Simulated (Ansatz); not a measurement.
# C₄H₁₂BClSi: how energies converge with the basis set

How large a basis does C₄H₁₂BClSi need? Two functionals are run in growing sets.

Method: one geometry, several basis sets; program: Ansatz 0.2.0, Gaussian basis.

Plan: PBE0-D4/def2-SVP; ωB97M-V/def2-SVP; PBE0-D4/def2-QZVPP; ωB97M-V/def2-QZVPP; the functionals' def2-TZVPP values are taken from earlier runs.

### 1 Structure used throughout

All runs share one geometry, relaxed beforehand with PBE0-D4 in a triple-zeta def2 set.

19 atoms, charge 0, spin multiplicity 1.

Atoms are counted from 1 here; the program's logs count them from 0.

Bond lengths: C1–Si2 1.870 Å, C1–H8 1.092 Å, C1–H9 1.094 Å, C1–H10 1.093 Å, Si2–C3 1.873 Å, Si2–C4 1.872 Å, Si2–C5 1.909 Å, C3–H11 1.093 Å, C3–H12 1.094 Å, C3–H13 1.093 Å, C4–H14 1.093 Å, C4–H15 1.093 Å, C4–H16 1.093 Å, C5–B6 1.526 Å, C5–H17 1.094 Å, C5–H18 1.095 Å, B6–Cl7 1.762 Å, B6–H19 1.194 Å. Angles: Si2–C1–H8 111.6°, Si2–C1–H9 110.5°, Si2–C1–H10 111.2°, H8–C1–H9 108.0°, H8–C1–H10 107.6°, H9–C1–H10 107.8°, C1–Si2–C3 110.0°, C1–Si2–C4 110.3°, C1–Si2–C5 109.7°, C3–Si2–C4 109.9°, C3–Si2–C5 107.3°, C4–Si2–C5 109.6°, Si2–C3–H11 111.2°, Si2–C3–H12 110.7°, Si2–C3–H13 111.3°, H11–C3–H12 107.8°, H11–C3–H13 107.9°, H12–C3–H13 107.8° and more.

### 2 PBE0-D4 in def2-SVP

Input file in.yaml:

```yaml
crystal:
  periodic: [false, false, false]
  atoms:
    - {symbol: C, position_ang: [-1.722014, 0.712675, 0.400240]}
    - {symbol: Si, position_ang: [-0.201892, -0.316756, 0.046368]}
    - {symbol: C, position_ang: [-0.700166, -1.947949, -0.726783]}
    - {symbol: C, position_ang: [0.753989, -0.625751, 1.626387]}
    - {symbol: C, position_ang: [0.912005, 0.591077, -1.210252]}
    - {symbol: B, position_ang: [1.502235, 1.852182, -0.585870]}
    - {symbol: Cl, position_ang: [0.683636, 3.406016, -0.722426]}
    - {symbol: H, position_ang: [-1.461498, 1.672271, 0.852704]}
    - {symbol: H, position_ang: [-2.389101, 0.185320, 1.087913]}
    - {symbol: H, position_ang: [-2.281231, 0.919784, -0.515831]}
    - {symbol: H, position_ang: [-1.237744, -1.792221, -1.665692]}
    - {symbol: H, position_ang: [-1.355579, -2.509527, -0.055127]}
    - {symbol: H, position_ang: [0.173688, -2.569460, -0.938743]}
    - {symbol: H, position_ang: [1.021609, 0.311202, 2.121808]}
    - {symbol: H, position_ang: [1.679054, -1.174400, 1.430384]}
    - {symbol: H, position_ang: [0.158572, -1.215850, 2.328500]}
    - {symbol: H, position_ang: [0.276536, 0.781540, -2.080076]}
    - {symbol: H, position_ang: [1.688097, -0.138470, -1.464505]}
    - {symbol: H, position_ang: [2.499813, 1.858308, 0.071011]}
basis:
  gaussian: {orbitals: def2-SVP}
hamiltonian: {xc: pbe0, dispersion: d4}
output: {orbitals: {seedname: orbitals}}
```

After this run come: ωB97M-V in def2-SVP; PBE0-D4 in def2-QZVPP; ωB97M-V in def2-QZVPP.

Q: Predict the results of all the runs planned. Wanted: PBE0-D4: double and triple zeta above quadruple; ωB97M-V: double and triple zeta above quadruple.

**Answer**, as computed:

| quantity | value |
| --- | --- |
| PBE0-D4: double and triple zeta above quadruple | 13.49, 0.93 eV |
| ωB97M-V: double and triple zeta above quadruple | 13.78, 0.88 eV |

PBE0-D4 gains 12.56 eV from double to triple zeta, then 0.93 eV more. Total energies overstate the basis error of differences, where much of it tends to cancel.
